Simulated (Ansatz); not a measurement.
# GaH₅SSi: small, medium and large basis sets

How large a basis does GaH₅SSi need? Two functionals are run in growing sets.

Method: one geometry, several basis sets; program: Ansatz 0.2.0, Gaussian basis.

Levels to be run: PBE0-D4/def2-SVP; ωB97M-V/def2-SVP; PBE0-D4/def2-QZVPP; ωB97M-V/def2-QZVPP; the functionals' def2-TZVPP values are taken from earlier runs.

## 1. The geometry

The geometry comes from an earlier relaxation with PBE0-D4 in a triple-zeta def2 set; it is a stationary point, not always the lowest conformer.

SMILES `S[SiH2][GaH2]`, 8 atoms, charge 0, spin multiplicity 1.

Atoms are counted from 1 here; the program's logs count them from 0.

Bond lengths: S1–Si2 2.165 Å, S1–H4 1.344 Å, Si2–Ga3 2.400 Å, Si2–H5 1.490 Å, Si2–H6 1.486 Å, Ga3–H7 1.574 Å, Ga3–H8 1.570 Å. Angles: Si2–S1–H4 95.0°, S1–Si2–Ga3 100.7°, S1–Si2–H5 111.0°, S1–Si2–H6 103.1°, Ga3–Si2–H5 117.4°, Ga3–Si2–H6 115.4°, H5–Si2–H6 108.1°, Si2–Ga3–H7 117.7°, Si2–Ga3–H8 122.5°, H7–Ga3–H8 119.3°.

## 2. PBE0-D4 in def2-SVP

in.yaml reads:

```yaml
crystal:
  periodic: [false, false, false]
  atoms:
    - {symbol: S, position_ang: [-2.103802, 0.384269, 0.021266]}
    - {symbol: Si, position_ang: [-0.036746, 1.024329, -0.031060]}
    - {symbol: Ga, position_ang: [1.085553, -1.066680, 0.323784]}
    - {symbol: H, position_ang: [-1.983102, -0.487529, -0.994588]}
    - {symbol: H, position_ang: [0.263100, 1.756888, -1.293263]}
    - {symbol: H, position_ang: [0.045333, 1.990777, 1.095233]}
    - {symbol: H, position_ang: [1.025634, -2.134460, -0.831178]}
    - {symbol: H, position_ang: [1.704031, -1.467594, 1.709806]}
basis:
  gaussian: {orbitals: def2-SVP}
hamiltonian: {xc: pbe0, dispersion: d4}
output: {orbitals: {seedname: orbitals}}
```

The run is started by

```bash
$ ansatz run in.yaml --threads 2 --pin off --events-out ev --progress --plain --max-ram 4352MiB
```

Further steps of the session: ωB97M-V in def2-SVP; PBE0-D4 in def2-QZVPP; ωB97M-V in def2-QZVPP.

**Question.** What will the summary of the whole plan be? Wanted: PBE0-D4: double and triple zeta above quadruple; ωB97M-V: double and triple zeta above quadruple.

As calculated:

```
                                       quantity           value
PBE0-D4: double and triple zeta above quadruple  15.12, 1.79 eV
ωB97M-V: double and triple zeta above quadruple  15.06, 1.73 eV
```

**Reading.** PBE0-D4 gains 13.33 eV from double to triple zeta, then 1.79 eV more. Total energies overstate the basis error of differences, where much of it tends to cancel.
